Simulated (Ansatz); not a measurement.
Crystal: TiNi.

```xyz
4
Lattice="3.8219 0.0000 0.0000 0.0000 3.8219 0.0000 0.0000 0.0000 3.6362" Properties=species:S:1:pos:R:3 pbc="T T T"
Ni    0.0000    0.0000    0.0000
Ni    1.9110    1.9110    0.0000
Ti    1.9110    0.0000    1.8879
Ti    0.0000    1.9110    1.7483
```

The cell comes from a database or a generator and needn't be the stable form of this composition.

| Quantity | Value |
| --- | --- |
| Program | Ansatz 0.2.0 |
| Task | single point |
| Functional | PBEsol |
| Potentials or basis | all-electron LAPW, scalar-relativistic |
| Cutoff | 279 eV (chosen from the basis error) |
| Basis error allowed | 0.001 eV/atom |
| k mesh | 7 × 7 × 7 |
| Occupations | fermi-dirac, width 0.05 eV |
| Spin | collinear spin, ferromagnetic start |
| Starting moments | [1.0, 1.0, 1.0, 1.0] μB |

On this cell: pressure -5.2 GPa; largest force 0.099 eV/Å; net moment 0.00 μB per cell; band gap on the k mesh none (metal or under the smearing width).

The same run follows on a disturbed copy (atoms moved at random, drawn with an rms of 0.05 Å):

```
Ni Ti
1.0
     3.82195    0.00000    0.00000
     0.00000    3.82195    0.00000
     0.00000    0.00000    3.63625
Ni Ti
2 2
Direct
  0.00427 0.00352 0.00586
  0.50383 0.49633 0.00179
  0.50870 0.99259 0.52114
  0.01050 0.51177 0.47818
```

Question: What does the disturbed cell give?

Answer: The energy (extrapolated to zero smearing) moves by +6.3 meV/atom; pressure -5.0 GPa; largest force 0.616 eV/Å; net moment 0.00 μB per cell; band gap on the k mesh none (metal or under the smearing width).

Forces in eV/Å, atoms in the order of the input:
```
Ni   0.064 -0.011 -0.093
Ni   0.088  0.074 -0.059
Ti  -0.022  0.508 -0.039
Ti  -0.130 -0.571  0.191
```

Stress tensor (GPa, compression positive):
```
-3.64  0.00 -0.01
 0.00 -3.77  0.20
-0.01  0.20 -7.64
```

Caveats: the starting moments weren't kept.
